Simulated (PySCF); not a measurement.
# A gas-phase reaction: H3O2SSb + FH → FH2O2Sb + H2S

What reaction energy should one expect for `[OH][Sb]([OH])[SH]` + `F` → `[OH][Sb]([OH])[F]` + `S`?

Programs: PySCF 2.14.0. All values are calculated, for the isolated system unless a continuum is named. Atoms count from 0, parts from 1.

### 1 The system as given

Each species was relaxed by itself at PBE0-D3(BJ)/def2-SVPD.

### 2 Reaction energy: wB97M-D3(BJ)/def2-TZVPD

What the job is given:

```
{"job": {"kind": "react", "xc": "wB97M-D3(BJ)", "basis": "def2-TZVPD"}, "charge": 0, "multiplicity": 1}
-1 H3O2SSb charge 0 multiplicity 1
O     -1.838730     0.533480     0.064650
Sb    -0.232500     0.131940     1.164950
O      1.150030     0.889650    -0.073540
S      0.310350    -2.083100     0.280850
H     -1.803430     0.130830    -0.811900
H      1.183600     1.852100    -0.065700
H      1.172970    -1.513780    -0.594700

-1 FH charge 0 multiplicity 1
F      0.459530    -0.003030     0.022590
H     -0.459530     0.003030    -0.022600

+1 FH2O2Sb charge 0 multiplicity 1
O     -1.336230    -0.349620    -0.603630
Sb     0.108260     1.000820    -0.541250
O      1.629980    -0.247160    -0.457900
F     -0.112420     1.223060     1.391920
H     -1.691720    -0.527740     0.276480
H      1.402130    -1.099370    -0.065620

+1 H2S charge 0 multiplicity 1
S     -0.006420     0.615420    -0.007770
H     -0.981460    -0.318160     0.004250
H      0.968320    -0.318460     0.006280
```

With the program's defaults for keys left out, this is: wB97M-D3(BJ)/def2-TZVPD reaction energy of separated species, gas phase.

Run with:

```bash
> OMP_NUM_THREADS=1 python cluster_run.py task.json out
```

One launch serves the whole session: the jobs run in the order shown.

**Question.** The jobs that follow are: PBE0-D3(BJ)/def2-TZVPD reaction energy of separated species, gas phase. Predict: reaction energy (wB97M-D3(BJ)/def2-TZVPD); ΔH, ΔG at 298 K (xTB thermal terms). Thermal terms come from harmonic xTB runs on each species.

**Answer**, as computed:

| quantity | value |
| --- | --- |
| reaction energy (wB97M-D3(BJ)/def2-TZVPD) | -7.20 kcal/mol |
| ΔH, ΔG at 298 K (xTB thermal terms) | -8.6, -9.3 kcal/mol |
| range of the reaction energy over the runs of this table | -7.20 to -3.82 kcal/mol |

The reaction is exothermic by 8.6 kcal/mol in the gas phase; dispersion gives +0.87, and xTB itself gave -18.17 for the electronic energy (xTB energies and thermal terms come from the earlier relaxation of each species, not shown). No barrier was sought. xTB and this level differ widely in the electronic energy, so what comes from xTB (the thermal terms above all) is less safe here. The reaction energy runs from -7.20 (wB97M-D3(BJ)/def2-TZVPD) to -3.82 kcal/mol (PBE0-D3(BJ)/def2-TZVPD).
